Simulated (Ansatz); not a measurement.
# AlGa2Sb3: the cost of one run

Method: DFT PBE, scalar-relativistic, plane waves, PAW, in Ansatz 0.2.0.

## Step 1: The system as given

It takes space group P6/mmm (No. 191, hexagonal). Conventional cell: a = 6.130 Å, b = 6.130 Å, c = 4.345 Å, α = 90.00°, β = 90.00°, γ = 120.00°. Al (site symmetry 6/mmm) has 6 Ga at 3.54 Å and 12 Sb at 3.76 Å in its first shell of neighbours. Ga (site symmetry -6m2) has 6 Sb at 2.80 Å and 3 Al at 3.54 Å and 3 Ga at 3.54 Å in its first shell of neighbours. Sb (site symmetry mmm) is surrounded by 4 Ga at 2.80 Å and 4 Sb at 3.06 Å.

As a file:

```cif
data_structure
_symmetry_space_group_name_H-M 'P6/mmm'
_symmetry_Int_Tables_number 191
_cell_length_a 6.1297
_cell_length_b 6.1297
_cell_length_c 4.3447
_cell_angle_alpha 90.000
_cell_angle_beta 90.000
_cell_angle_gamma 120.000
_cell_volume 141.37
loop_
_atom_site_label
_atom_site_type_symbol
_atom_site_symmetry_multiplicity
_atom_site_Wyckoff_symbol
_atom_site_fract_x
_atom_site_fract_y
_atom_site_fract_z
_atom_site_occupancy
Al1 Al 1 a 0.00000 0.00000 0.00000 1
Ga1 Ga 2 c 0.33333 0.66667 0.00000 1
Sb1 Sb 3 g 0.50000 0.00000 0.50000 1
```

Recipe of the guess: species swapped into a database cell of NdAl2Pt3 (P6/mmm, No. 191), with Al on the Nd sites, Ga on the Al sites and Sb on the Pt sites. Its size is a rough estimate.

## Step 2: The guess as it stands, on a coarse mesh

input.yaml reads:

```yaml
crystal:
  lattice:
    - [6.12968021, 0.0, 0.0]
    - [-3.0648401, 5.30845878, 0.0]
    - [0.0, 0.0, 4.3446814]
  atoms:
    - { symbol: Al, position: [0.0, 0.0, 0.0] }
    - { symbol: Ga, position: [0.33333333, 0.66666667, 0.0] }
    - { symbol: Ga, position: [0.66666667, 0.33333333, 0.0] }
    - { symbol: Sb, position: [0.5, 0.0, 0.5] }
    - { symbol: Sb, position: [0.0, 0.5, 0.5] }
    - { symbol: Sb, position: [0.5, 0.5, 0.5] }
basis:
  ecutwfc: 420
kpoints:
  mp_grid: { grid: [3, 3, 4] }
hamiltonian:
  xc: pbe
scf:
  occupations: { method: gaussian, width: 0.1 }
  lower_state_search: "off"
output:
  forces: true
  stress: true
  eigenvalues: true
```

On the command line:

```bash
$ ansatz run input.yaml --threads 1 --pin off --max-ram 2560MiB --backend cpu --events-out ev --progress --plain --runs-dir out
```

What time and memory should one allow on 1 thread of Intel Xeon at 2.70GHz, shared host?

About 4.7 s, with a peak of 0.43 GiB.
